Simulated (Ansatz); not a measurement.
This script drives the Python package of Ansatz (0.2.0).

Contents of `sio2.extxyz`:
```text
6
Lattice="-2.37405 2.37405 3.744 2.37405 -2.37405 3.744 2.37405 2.37405 -3.744" Properties=species:S:1:pos:R:3 pbc="T T T"
Si    0.00000000    0.00000000    0.00000000
Si    0.00000000    2.37405000    1.87200000
O     1.18702500    2.95987058    2.80800000
O     0.58582058    1.18702500    0.93600000
O    -1.18702500    1.78822942    2.80800000
O    -0.58582058    3.56107500    0.93600000
```

Script `sio2.py`:
```python
# -*- coding: utf-8 -*-
"""Elastic constants of SiO2."""

import warnings

import ansatz as az
import numpy as np

warnings.simplefilter("ignore", az.DeckWarning)

structure = az.Crystal.from_extxyz("sio2.extxyz")

setup = structure.calculation()
setup = setup.functional("LDA").basis(420)
setup = setup.occupations(az.OccupationsMethod.FIXED)
setup = setup.kpoints(8, 8, 8)
out = setup.elastic("relaxed_ion").run(threads=1, backend="cpu")
elastic = out.elastic

C = np.asarray(elastic.c_gpa)
for i in range(6):
    for j in range(i, 6):
        if abs(C[i, j]) > 0.05:
            print(f"C{i + 1}{j + 1} = {C[i, j]:.1f} GPa")
print("smallest eigenvalue of C:", round(elastic.stability.min_eigenvalue_gpa, 1), "GPa; tensor positive definite:", elastic.stability.min_eigenvalue_gpa > 0)
# averaged moduli need a positive definite tensor
if elastic.stability.min_eigenvalue_gpa > 0:
    m = elastic.moduli
    anisotropy = 5 * m.g_voigt_gpa / m.g_reuss_gpa + m.k_voigt_gpa / m.k_reuss_gpa - 6
    print(f"Voigt K {m.k_voigt_gpa:.1f} G {m.g_voigt_gpa:.1f}; Reuss K {m.k_reuss_gpa:.1f} G {m.g_reuss_gpa:.1f}; universal anisotropy index {anisotropy:.3f}")
    S = np.linalg.inv(elastic.c_gpa)
    print("Young modulus along x, y, z (GPa):", np.round(1 / np.diag(S)[:3], 1))
    print("linear compressibility along x, y, z (1/TPa):", np.round(1000 * S[:3, :3].sum(axis=1), 2))
```

It is started by `python sio2.py`. How long does it take on 1 thread of Arm Neoverse V2, with other jobs on the host, and how much memory does it need?

It took about 21 min, with a peak of 0.58 GiB, for 1 run of the engine.

`python sio2.py` gives:
```text
C11 = 73.7 GPa
C12 = -34.0 GPa
C13 = 19.5 GPa
C22 = 73.7 GPa
C23 = 19.5 GPa
C33 = 104.5 GPa
C44 = 26.2 GPa
C55 = 26.2 GPa
C66 = 26.7 GPa
smallest eigenvalue of C: 26.2 GPa; tensor positive definite: True
Voigt K 28.5 G 32.5; Reuss K 19.8 G 27.6; universal anisotropy index 1.330
Young modulus along x, y, z (GPa): [50.9 50.9 87.8]
linear compressibility along x, y, z (1/TPa): [24.4  24.4   1.66]
```

What to keep in mind:
- With fixed filling the reported Fermi level is the top filled level among the k-points of the SCF.
- A positive definite tensor excludes instabilities under uniform strain alone; phonons elsewhere in the zone can still be imaginary.
- The cell stands under an uneven stress, so these stress-strain coefficients aren't symmetric, and eigenvalues smaller than that stress decide nothing.
- The structure is a deposited one; some such entries were measured under pressure or heat, so a shift against it needn't be the functional's error alone.
- The constants belong to the cell that was strained; where it wasn't relaxed first it may be under stress.

(A comment or docstring line of the script was reworded after the run, the code is as it ran.)
